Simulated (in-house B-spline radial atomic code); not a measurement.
# Zr²⁸⁺: excited configurations in jj coupling

Wanted: excitation energies of Zr²⁸⁺ as differences of total energies (ΔSCF).

The numbers are computed with in-house B-spline radial atomic code version 1 (Dirac-Hartree-Fock, average of configuration, Fermi nucleus, basis-set limit), except any that are marked as measured or tabulated.

## 1. The system

```
element       : zirconium (Z = 40)
charge        : +28
electrons     : 12
configuration : 1s2 2s2 2p6 3s2
Hamiltonian   : Dirac-Coulomb
nucleus       : Fermi, rms radius 4.269 fm
```

The run's settings:

```ini
Z = 40
electrons = 12.0
configuration = 1s2 2s2 2p6 3s2
hamiltonian = dirac
method = hf
spin_polarised = False
nucleus = fermi
rms_radius = 4.2694
mass_number = 90
atomic_mass = 89.904698755
speed_of_light = 137.035999084
```

The reference is known from an earlier run: -3032.783155 hartree in all. Up to eight levels, counted from the top:

| orbital | occupation | energy (eV) | <r> (bohr) |
| --- | --- | --- | --- |
| 1s1/2 | 2 | -19544.2 | 0.03703 |
| 2s1/2 | 2 | -3935.27 | 0.1588 |
| 2p1/2 | 2 | -3720.20 | 0.1360 |
| 2p3/2 | 4 | -3630.74 | 0.1401 |
| 3s1/2 | 2 | -1520.56 | 0.3922 |

## 2. Configuration 1s2 2s1 2p6 3s2 7f-1

In configurations, a minus sign after the shell means j = l − 1/2 and a plus sign j = l + 1/2; the count of electrons follows.

The run's settings:

```ini
Z = 40
electrons = 12.0
configuration = 1s2 2s1 2p6 3s2 7f-1
hamiltonian = dirac
method = hf
spin_polarised = False
nucleus = fermi
rms_radius = 4.2694
mass_number = 90
atomic_mass = 89.904698755
speed_of_light = 137.035999084
```

## 3. 1s2 2s1 2p6 3s2 3p-1

Settings: those of step 2 with these lines changed.

```diff
@@ -2,3 +2,3 @@
 electrons = 12.0
-configuration = 1s2 2s1 2p6 3s2 7f-1
+configuration = 1s2 2s1 2p6 3s2 3p-1
 hamiltonian = dirac
```

## 4. Run with 1s2 2s1 2p6 3s2 5s1

Settings: those of step 3 with these lines changed.

```diff
@@ -2,3 +2,3 @@
 electrons = 12.0
-configuration = 1s2 2s1 2p6 3s2 3p-1
+configuration = 1s2 2s1 2p6 3s2 5s1
 hamiltonian = dirac
```

## 5. Run with 1s2 2s2 2p6 3s1 6d+1

Settings: those of step 4 with these lines changed.

```diff
@@ -2,3 +2,3 @@
 electrons = 12.0
-configuration = 1s2 2s1 2p6 3s2 5s1
+configuration = 1s2 2s2 2p6 3s1 6d+1
 hamiltonian = dirac
```

## 6. Configuration 1s2 2s1 2p6 3s2 5g+1

Settings: those of step 5 with these lines changed.

```diff
@@ -2,3 +2,3 @@
 electrons = 12.0
-configuration = 1s2 2s2 2p6 3s1 6d+1
+configuration = 1s2 2s1 2p6 3s2 5g+1
 hamiltonian = dirac
```

**Question.** How far above the reference does each configuration lie (order and size, in eV)?

**Answer**, as computed:

| net move | configuration | energy above the reference (eV) | with Breit, QED, recoil (eV) | largest <r> (bohr) |
| --- | --- | --- | --- | --- |
| 3s → 6d5/2 | 1s2 2s2 2p6 3s1 6d+1 | 1194.60 | 1193.50 | 1.71 |
| 2s → 3p1/2 | 1s2 2s1 2p6 3s2 3p-1 | 2447.44 | 2443.77 | 0.388 |
| 2s → 5s | 1s2 2s1 2p6 3s2 5s1 | 3421.78 | 3417.30 | 1.16 |
| 2s → 5g9/2 | 1s2 2s1 2p6 3s2 5g+1 | 3473.40 | 3468.71 | 0.944 |
| 2s → 7f5/2 | 1s2 2s1 2p6 3s2 7f-1 | 3696.26 | 3691.57 | 2.30 |

The energies run from 1194.60 eV (3s → 6d5/2) to 3696.26 eV (2s → 7f5/2). Koopmans' estimate of the ionisation threshold is 1520.56 eV; 4 configurations exceed it by over 2 % and could autoionise. Two partly filled shells share a symmetry and can mix in the average, which may lower the energy, for: 2s → 5s. These are averages over configurations, without correlation, not spectroscopic levels.
